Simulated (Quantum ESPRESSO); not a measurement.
# Zr3P2 (R3m) in Quantum ESPRESSO: reference runs

Reference runs on Zr3P2: the cell as given.

Program: Quantum ESPRESSO 7.5. These are calculated values, not measurements. Logs are shortened: lines on timing, memory, paths and dates and some standing lists are left out, and cuts for length are marked.

## (1) Starting point

It takes space group R3m (No. 160, trigonal). Conventional cell: a = 3.614 Å, b = 3.614 Å, c = 24.414 Å, α = 90.00°, β = 90.00°, γ = 120.00°. Zr (site symmetry 3m) is surrounded by 6 Zr at 2.49 to 2.82 Å. Zr (site symmetry 3m) has 3 P at 2.48 Å and 3 Zr at 2.82 Å as nearest neighbours. Zr (site symmetry 3m) has 3 Zr at 2.49 Å and 3 P at 2.68 Å as nearest neighbours. P (site symmetry 3m) is surrounded by 3 Zr at 2.48 Å and 3 P at 2.80 Å. Around P (site symmetry 3m) lie 3 Zr at 2.68 Å and 3 P at 2.80 Å.

The cell was built by a generator and needn't be a form met in nature.

## (2) Single point, PBE

pw.in reads:

```
&CONTROL
  calculation = 'scf'
  prefix = 'pwscf'
  outdir = './tmp'
  pseudo_dir = './pseudo'
  tprnfor = .true.
  tstress = .true.
  disk_io = 'low'
/
&SYSTEM
  ibrav = 0
  nat = 5
  ntyp = 2
  ecutwfc = 55
  ecutrho = 440
  nbnd = 32
  occupations = 'smearing'
  smearing = 'fd'
  degauss = 0.00367493
/
&ELECTRONS
  conv_thr = 1d-09
  electron_maxstep = 120
  mixing_beta = 0.5
/
ATOMIC_SPECIES
Zr    91.2240 Zr_pbe_v1.uspp.F.UPF
P     30.9738 P.pbe-n-rrkjus_psl.1.0.0.UPF
CELL_PARAMETERS angstrom
   1.8068990000    1.0432136200    8.1379292600
  -1.8068990000    1.0432136200    8.1379292600
   0.0000000000   -2.0864272500    8.1379292600
ATOMIC_POSITIONS crystal
Zr     0.3890000000    0.3890000000    0.3890000000
Zr     0.8000000000    0.8000000000    0.8000000000
Zr     0.0000000000    0.0000000000    0.0000000000
P      0.1880000200    0.1880000200    0.1880000200
P      0.5979999900    0.5979999900    0.5979999900
K_POINTS automatic
9 9 9 0 0 0
```

pp_density.in reads:

```
&INPUTPP
  prefix = 'pwscf'
  outdir = './tmp'
  filplot = 'density.dat'
  plot_num = 0
/
&PLOT
  nfile = 1
  filepp(1) = 'density.dat'
  iflag = 3
  output_format = 6
  fileout = 'density.cube'
/
```

pp_potential.in reads:

```
&INPUTPP
  prefix = 'pwscf'
  outdir = './tmp'
  filplot = 'potential.dat'
  plot_num = 11
/
&PLOT
  nfile = 1
  filepp(1) = 'potential.dat'
  iflag = 3
  output_format = 6
  fileout = 'potential.cube'
/
```

Potentials or basis: SSSP 1.3 efficiency PBE.

Started as:

```sh
$ OMP_NUM_THREADS=1 pw.x -in pw.in > pw.out
$ OMP_NUM_THREADS=1 pp.x -in pp_density.in > pp_density.out
$ OMP_NUM_THREADS=1 pp.x -in pp_potential.in > pp_potential.out
```

pw.out:

```text
This program is part of the open-source Quantum ESPRESSO suite
     for quantum simulation of materials; please cite
         "P. Giannozzi et al., J. Phys.:Condens. Matter 21 395502 (2009);
         "P. Giannozzi et al., J. Phys.:Condens. Matter 29 465901 (2017);
         "P. Giannozzi et al., J. Chem. Phys. 152 154105 (2020);
     in publications or presentations arising from this work. More details at

     Message from routine setup:
     using ibrav=0 with symmetry is DISCOURAGED, use correct ibrav instead

     G-vector sticks info
     --------------------
     sticks:   dense  smooth     PW     G-vecs:    dense   smooth      PW
     Sum        3697    1857    585                96865    34177    6065

     Using Slab Decomposition

     bravais-lattice index     =            0
     lattice parameter (alat)  =      15.8758  a.u.
     unit-cell volume          =     621.1105 (a.u.)^3
     number of atoms/cell      =            5
     number of atomic types    =            2
     number of electrons       =        46.00
     number of Kohn-Sham states=           32
     kinetic-energy cutoff     =      55.0000  Ry
     charge density cutoff     =     440.0000  Ry
     scf convergence threshold =      1.0E-09
     mixing beta               =       0.5000
     number of iterations used =            8  plain     mixing
     Exchange-correlation= PBE
                           (   1   4   3   4   0   0   0)

     celldm(1)=  15.875845  celldm(2)=   0.000000  celldm(3)=   0.000000
     celldm(4)=   0.000000  celldm(5)=   0.000000  celldm(6)=   0.000000

     crystal axes: (cart. coord. in units of alat)
               a(1) = (   0.215078   0.124175   0.968670 )
               a(2) = (  -0.215078   0.124175   0.968670 )
               a(3) = (   0.000000  -0.248351   0.968670 )

     reciprocal axes: (cart. coord. in units 2 pi/alat)
               b(1) = (  2.324738  1.342188  0.344114 )
               b(2) = ( -2.324738  1.342188  0.344114 )
               b(3) = (  0.000000 -2.684377  0.344114 )

     PseudoPot. # 1 for Zr read from file:
     Zr_pbe_v1.uspp.F.UPF
     Pseudo is Ultrasoft + core correction, Zval = 12.0
     Generated by new atomic code, or converted to UPF format
     Using radial grid of  887 points,  6 beta functions with:
                l(1) =   0
                l(2) =   0
                l(3) =   1
                l(4) =   1
                l(5) =   2
                l(6) =   2
     Q(r) pseudized with  6 coefficients,  rinner =    1.200   1.200   1.200
                                                       1.200   1.200

     PseudoPot. # 2 for P  read from file:
     P.pbe-n-rrkjus_psl.1.0.0.UPF
     Pseudo is Ultrasoft + core correction, Zval =  5.0
     Generated using "atomic" code by A. Dal Corso  v.5.1
     Using radial grid of 1147 points,  6 beta functions with:
                l(1) =   0
                l(2) =   0
                l(3) =   1
                l(4) =   1
                l(5) =   2
                l(6) =   2
     Q(r) pseudized with 0 coefficients

     atomic species   valence    mass     pseudopotential
     Zr               12.00    91.22400     Zr( 1.00)
     P                 5.00    30.97380     P ( 1.00)

      6 Sym. Ops. (no inversion) found

   Cartesian axes

     site n.     atom                  positions (alat units)
         1        Zr     tau(   1) = (  -0.0000000  -0.0000000   1.1304381  )
         2        Zr     tau(   2) = (   0.0000000  -0.0000000   2.3248085  )
         3        Zr     tau(   3) = (   0.0000000   0.0000000   0.0000000  )
         4        P      tau(   4) = (  -0.0000000  -0.0000000   0.5463301  )
         5        P      tau(   5) = (   0.0000000  -0.0000000   1.7377943  )

     number of k points=    85  Fermi-Dirac smearing, width (Ry)=  0.0037
                       cart. coord. in units 2pi/alat
        k(    1) = (   0.0000000   0.0000000   0.0000000), wk =   0.0027435
        k(    2) = (   0.0000000  -0.2982641   0.0382349), wk =   0.0164609
        k(    3) = (   0.0000000  -0.5965282   0.0764699), wk =   0.0164609
        k(    4) = (   0.0000000  -0.8947922   0.1147048), wk =   0.0164609
        k(    5) = (   0.0000000  -1.1930563   0.1529397), wk =   0.0164609
        k(    6) = (  -0.2583043  -0.1491320   0.0764699), wk =   0.0164609
[... 77 lines left out ...]
        k(   84) = (   0.0000000   0.0000000   0.4588192), wk =   0.0054870
        k(   85) = (  -0.0000000   2.3861126   0.1529397), wk =   0.0164609

     Dense  grid:    96865 G-vectors     FFT dimensions: ( 108, 108, 108)

     Smooth grid:    34177 G-vectors     FFT dimensions: (  75,  75,  75)

     Initial potential from superposition of free atoms

     starting charge      45.9932, renormalised to      46.0000

     negative rho (up, down):  1.800E-01 0.000E+00
     Starting wfcs are   47 randomized atomic wfcs

     Self-consistent Calculation

     iteration #  1     ecut=    55.00 Ry     beta= 0.50
     Davidson diagonalization with overlap
     ethr =  1.00E-02,  avg # of iterations =  2.0

     negative rho (up, down):  1.785E-01 0.000E+00
[... 46 lines left out ...]
     total energy              =    -325.34224677 Ry
     estimated scf accuracy    <       0.00442120 Ry

     iteration #  7     ecut=    55.00 Ry     beta= 0.50
     Davidson diagonalization with overlap
     c_bands:  1 eigenvalues not converged
     ethr =  9.61E-06,  avg # of iterations =  6.6

     negative rho (up, down):  1.799E-01 0.000E+00

     total energy              =    -325.34185482 Ry
     estimated scf accuracy    <       0.00398876 Ry
[... 55 lines left out ...]
     iteration # 14     ecut=    55.00 Ry     beta= 0.50
     Davidson diagonalization with overlap
     ethr =  4.28E-12,  avg # of iterations =  3.4

     negative rho (up, down):  1.798E-01 0.000E+00

     End of self-consistent calculation

          k = 0.0000 0.0000 0.0000 (  4237 PWs)   bands (ev):

   -34.9502 -34.4733 -33.8755 -13.3380 -13.3380 -13.3038 -12.7411 -12.5320
   -12.5320 -11.9783 -11.7950 -11.7950   1.6527   4.5766   8.7052  10.7406
    11.2823  11.2823  12.0880  12.2381  12.2381  12.5487  12.5487  14.5143
    14.5143  14.5156  15.4292  15.4292  16.5195  17.6466  18.5003  18.5003
[... 584 lines left out ...]
   -34.9208 -34.4704 -33.9025 -13.4730 -13.3811 -13.3074 -12.7172 -12.5765
   -12.5391 -11.9340 -11.7626 -11.7453   1.8316   4.5030   9.3924  10.4566
    11.0144  11.4603  11.6751  11.9848  12.0333  12.5192  12.7387  14.2565
    14.9002  15.0923  15.5728  15.5825  16.3176  17.2290  17.6855  18.2938

     the Fermi energy is    13.7569 ev

!    total energy              =    -325.34250233 Ry
     estimated scf accuracy    <          2.9E-10 Ry
     smearing contrib. (-TS)   =      -0.00270125 Ry
     internal energy E=F+TS    =    -325.33980108 Ry

     The total energy is F=E-TS. E is the sum of the following terms:
     one-electron contribution =     -95.96326840 Ry
     hartree contribution      =      69.65924951 Ry
     xc contribution           =     -62.78259816 Ry
     ewald contribution        =    -236.25318403 Ry

     convergence has been achieved in  14 iterations

     negative rho (up, down):  1.798E-01 0.000E+00

     Forces acting on atoms (cartesian axes, Ry/au):

     atom    1 type  1   force =    -0.00000000    0.00000000    0.08937680
     atom    2 type  1   force =    -0.00000000    0.00000000    0.03187999
     atom    3 type  1   force =     0.00000000    0.00000000   -0.20561843
     atom    4 type  2   force =     0.00000000    0.00000000    0.04575336
     atom    5 type  2   force =    -0.00000000    0.00000000    0.03860829

     Total force =     0.234238     Total SCF correction =     0.000063

     Computing stress (Cartesian axis) and pressure

     negative rho (up, down):  1.798E-01 0.000E+00
          total   stress  (Ry/bohr**3)                   (kbar)     P=      177.91
   0.00104457   0.00000000   0.00000000          153.66        0.00        0.00
  -0.00000000   0.00104457   0.00000000           -0.00      153.66        0.00
  -0.00000000   0.00000000   0.00153916           -0.00        0.00      226.42

=------------------------------------------------------------------------------=
   JOB DONE.
=------------------------------------------------------------------------------=
```

pp_density.out:

```text
This program is part of the open-source Quantum ESPRESSO suite
     for quantum simulation of materials; please cite
         "P. Giannozzi et al., J. Phys.:Condens. Matter 21 395502 (2009);
         "P. Giannozzi et al., J. Phys.:Condens. Matter 29 465901 (2017);
         "P. Giannozzi et al., J. Chem. Phys. 152 154105 (2020);
     in publications or presentations arising from this work. More details at

     IMPORTANT: XC functional enforced from input :
     Exchange-correlation= PBE
                           (   1   4   3   4   0   0   0)
     Any further DFT definition will be discarded
     Please, verify this is what you really want

     G-vector sticks info
     --------------------
     sticks:   dense  smooth     PW     G-vecs:    dense   smooth      PW
     Sum        3697    1857    585                96865    34177    6065

     Using Slab Decomposition

     negative rho (up, down):  1.798E-01 0.000E+00

     Calling punch_plot, plot_num =   0
     Writing data to file  density.dat
     Reading data from file  density.dat

     Writing data to be plotted to file density.cube
     Plot Type: 3D                     Output format: Gaussian cube

=------------------------------------------------------------------------------=
   JOB DONE.
=------------------------------------------------------------------------------=
```

pp_potential.out:

```text
This program is part of the open-source Quantum ESPRESSO suite
     for quantum simulation of materials; please cite
         "P. Giannozzi et al., J. Phys.:Condens. Matter 21 395502 (2009);
         "P. Giannozzi et al., J. Phys.:Condens. Matter 29 465901 (2017);
         "P. Giannozzi et al., J. Chem. Phys. 152 154105 (2020);
     in publications or presentations arising from this work. More details at

     IMPORTANT: XC functional enforced from input :
     Exchange-correlation= PBE
                           (   1   4   3   4   0   0   0)
     Any further DFT definition will be discarded
     Please, verify this is what you really want

     G-vector sticks info
     --------------------
     sticks:   dense  smooth     PW     G-vecs:    dense   smooth      PW
     Sum        3697    1857    585                96865    34177    6065

     Using Slab Decomposition

     negative rho (up, down):  1.798E-01 0.000E+00

     Calling punch_plot, plot_num =  11
     Writing data to file  potential.dat
     Reading data from file  potential.dat

     Writing data to be plotted to file potential.cube
     Plot Type: 3D                     Output format: Gaussian cube

=------------------------------------------------------------------------------=
   JOB DONE.
=------------------------------------------------------------------------------=
```

It took 10 min on 1 thread of Intel Xeon 6975P-C (Granite Rapids), shared host; peak memory 0.61 GiB.

What came out:

| Property | Result |
| --- | --- |
| Free energy | -4426.5102 eV |
| Pressure | 17.8 GPa |
| Largest force | 5.287 eV/Å |
| Band gap on the k mesh | none (metal or under the smearing width) |

Forces in eV/Å, atoms in the order of the input:
```
Zr   0.000  0.000  2.298
Zr   0.000  0.000  0.820
Zr   0.000  0.000 -5.287
P    0.000  0.000  1.176
P    0.000  0.000  0.993
```

Stress tensor (GPa, compression positive):
```
15.37  0.00  0.00
 0.00 15.37  0.00
 0.00  0.00 22.64
```

Caveat: so large a pressure means that the cell lies far from this level's equilibrium, or that cutoff or potentials fall short; forces of over 1 eV/Å show positions far from the minimum, so gaps and moduli don't describe the material at rest.
